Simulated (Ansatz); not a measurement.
**BrClF₂Ge: a ladder of functionals and wavefunction methods**

How much do the methods differ for BrClF₂Ge? The plan is to run it at one geometry with functionals of several rungs and with coupled cluster. The yardstick is the atomisation energy at the CCSD(T) limit.

Program: Ansatz 0.2.0, Gaussian basis. Level of theory: functionals in def2-TZVPP, the program's frozen cores in correlated methods. These are calculated values, not measurements.

The runs, in order: LDA (SPW92), PBE-D4, revPBE-D4, BLYP-D4, r2SCAN-D4, B97M-V, PBE0-D4, B3LYP-D4, r2SCANh-D4, r2SCAN0-D4, HSE06-D4, BHLYP-D4, CAM-B3LYP-D4, LC-ωPBE, ωB97X-V, ωB97M-V, B2PLYP, PBE-QIDH; CCSD(T)/def2-SVP; CCSD(T)/def2-TZVPP; MP2/def2-QZVPP; extrapolation to the limit; RPA on PBE.

### Step 1. The relaxed structure

The geometry comes from an earlier relaxation with PBE0-D4 in a triple-zeta def2 set; it is a stationary point.

5 atoms, charge 0, spin multiplicity 1.

Atoms are counted from 1 here; the program's logs count them from 0.

Bond lengths: F1–Ge2 1.707 Å, Ge2–F3 1.707 Å, Ge2–Cl4 2.100 Å, Ge2–Br5 2.249 Å. Angles: F1–Ge2–F3 105.8°, F1–Ge2–Cl4 108.8°, F1–Ge2–Br5 109.7°, F3–Ge2–Cl4 108.8°, F3–Ge2–Br5 109.7°, Cl4–Ge2–Br5 113.8°.

### Step 2. LDA

This LDA is Slater exchange with PW92 correlation.

The input, in.yaml:

```yaml
crystal:
  periodic: [false, false, false]
  atoms:
    - {symbol: F, position_ang: [1.229320, -1.153644, 0.506124]}
    - {symbol: Ge, position_ang: [0.008572, -0.053056, 0.045115]}
    - {symbol: F, position_ang: [-0.902957, 0.248528, 1.456573]}
    - {symbol: Cl, position_ang: [-1.231899, -0.975650, -1.376718]}
    - {symbol: Br, position_ang: [0.946863, 1.860222, -0.672493]}
basis:
  gaussian: {orbitals: def2-TZVPP}
hamiltonian: {xc: lda}
output: {orbitals: {seedname: orbitals}}
```

Further steps of the session: PBE-D4 (GGA); revPBE-D4 (GGA); BLYP-D4 (GGA); r2SCAN-D4 (meta-GGA); B97M-V (meta-GGA); PBE0-D4 (hybrid); B3LYP-D4 (hybrid); r2SCANh-D4 (hybrid); r2SCAN0-D4 (hybrid); HSE06-D4 (hybrid); BHLYP-D4 (hybrid); CAM-B3LYP-D4 (range-separated); LC-ωPBE-D4 (range-separated); ωB97X-V (range-separated); ωB97M-V (range-separated); B2PLYP (double hybrid); PBE-QIDH (double hybrid); CCSD(T) in def2-SVP; CCSD(T) in def2-TZVPP; MP2 in def2-QZVPP; RPA on PBE orbitals.

Before running them: what should the planned runs give, taken together? Wanted: atomisation energy, CCSD(T)/CBS; farthest beyond LDA; mean size of error, GGA; mean size of error, meta-GGA; mean size of error, hybrid; mean size of error, range-separated; mean size of error, double hybrid; gap, smallest and largest; T1 diagnostic.

The runs gave:

| quantity | value |
| --- | --- |
| atomisation energy, CCSD(T)/CBS | 389.0 kcal/mol |
| functionals within 3.9 kcal/mol (1.0 %) | r2SCAN-D4, B97M-V, ωB97X-V |
| farthest beyond LDA | BHLYP-D4 (-30.6 kcal/mol) |
| mean size of error, GGA | 8.7 kcal/mol |
| mean size of error, meta-GGA | 1.8 kcal/mol |
| mean size of error, hybrid | 12.5 kcal/mol |
| mean size of error, range-separated | 5.9 kcal/mol |
| mean size of error, double hybrid | 7.8 kcal/mol |
| gap, smallest and largest | 4.90 eV (LDA (SPW92)), 12.54 eV (LC-ωPBE) |
| T1 diagnostic | 0.0104 |
| triples share of the correlation energy | 3.4 % |

What this shows: LDA overbinds by 70.8 kcal/mol (18 %). PBE-D4 misses by +7.0 kcal/mol. Double hybrids carry the basis error of their MP2 part in triple zeta, and no dispersion term here, so their miss is partly the set-up's. By mean error the best rung here is meta-GGA (1.8 kcal/mol) and the worst beyond LDA is hybrid (12.5 kcal/mol). The mean of the hybrids holds BHLYP, with half exact exchange. RPA and LDA stand outside this count. The reference freezes the cores and leaves out relativity and excitations past (T), and its outer-core shells are covered unevenly, so misses under about 3.9 kcal/mol can't be ranked. All levels share the lack of spin-orbit coupling, which lowers the free heavy atoms and so the true binding. Hartree-Fock recovers 68 % of the binding; the rest is correlation. CCSD(T) in def2-SVP is off by -37.0 kcal/mol, which most functionals beat. Orbital gaps span 4.9 to 12.5 eV; exact exchange widens them. Correlated methods include outer-core shells of Br, Ge, which these sets cover unevenly.
